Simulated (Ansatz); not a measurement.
# TiMnH6: the cost of one run

Program: Ansatz 0.2.0. Level of theory: DFT PBE, scalar-relativistic, plane waves, PAW. These are calculated values, not measurements.

## (1) The structure to begin with

The structure is cubic, space group Fm-3m (No. 225). Conventional cell: a = 6.866 Å, b = 6.866 Å, c = 6.866 Å, α = 90.00°, β = 90.00°, γ = 90.00°. Ti (site symmetry m-3m) has 6 H at 1.83 Å as nearest neighbours. Mn (site symmetry m-3m) has 6 H at 1.61 Å as nearest neighbours. H (site symmetry 4mm) is surrounded by 1 Mn at 1.61 Å and 1 Ti at 1.83 Å.

Coordinates:

```
Ti Mn H
1.0
     0.00000    3.43289    3.43289
     3.43289    0.00000    3.43289
     3.43289    3.43289    0.00000
Ti Mn H
1 1 6
Direct
  0.50000 0.50000 0.50000
  0.00000 0.00000 0.00000
  0.76608 0.23392 0.23392
  0.23392 0.76608 0.76608
  0.23392 0.76608 0.23392
  0.76608 0.23392 0.76608
  0.23392 0.23392 0.76608
  0.76608 0.76608 0.23392
```

The cell was relaxed beforehand at this level, starting from a generated guess, and another structure or a mixture of phases may lie lower. At a tolerance of 0.05 Å it has space group Fm-3m (No. 225); it has 10.11 Å³/atom, an uncorrected energy of +0.27 eV/atom over the elements.

## (2) Bands, states and charges

Input file input.yaml:

```yaml
crystal:
  lattice:
    - [0.0, 3.4328869174, 3.4328869174]
    - [3.4328869174, 0.0, 3.4328869174]
    - [3.4328869174, 3.4328869174, 0.0]
  atoms:
    - { symbol: Ti, position: [0.5, 0.5, 0.5], spin: -0.82 }
    - { symbol: Mn, position: [0.0, 0.0, 0.0], spin: 2.0 }
    - { symbol: H, position: [0.7660786124, 0.2339213876, 0.2339213876] }
    - { symbol: H, position: [0.2339213876, 0.7660786124, 0.7660786124] }
    - { symbol: H, position: [0.2339213876, 0.7660786124, 0.2339213876] }
    - { symbol: H, position: [0.7660786124, 0.2339213876, 0.7660786124] }
    - { symbol: H, position: [0.2339213876, 0.2339213876, 0.7660786124] }
    - { symbol: H, position: [0.7660786124, 0.7660786124, 0.2339213876] }
basis:
  ecutwfc: 420
kpoints:
  mp_grid: { grid: [10, 10, 10] }
  band_path:
    path:
      - [[0.0, 0.0, 0.0], [0.5, 0.0, 0.5], [0.625, 0.25, 0.625]]
      - [[0.375, 0.375, 0.75], [0.0, 0.0, 0.0], [0.5, 0.5, 0.5], [0.5, 0.25, 0.75], [0.5, 0.0, 0.5]]
    npoints: 14
hamiltonian:
  xc: pbe
scf:
  occupations: { method: gaussian, width: 0.1 }
  n_extra_bands: 20
output:
  forces: true
  stress: true
  eigenvalues: true
  populations: true
  dos: { projected: true, de: 0.02, nscf_kmesh: { grid: [12, 12, 12] } }
  bader: true
  write_density: true
  write_potential: true
  elf: true
  volumetric_format: npy
magnetization:
  spin_polarized: true
checkpoint:
  read: start.run
  write: ck
  compress: false
  write_wavefunctions: false
  write_every: 100000
```

Launch:

```bash
$ ansatz run input.yaml --threads 1 --pin off --max-ram 2048MiB --backend cpu --events-out ev --progress --plain --runs-dir out
```

Q: Estimate wall time and peak memory on 1 thread of AMD EPYC 7R13 (Zen 3), shared host.

About 1.9 min, with a peak of 0.57 GiB.
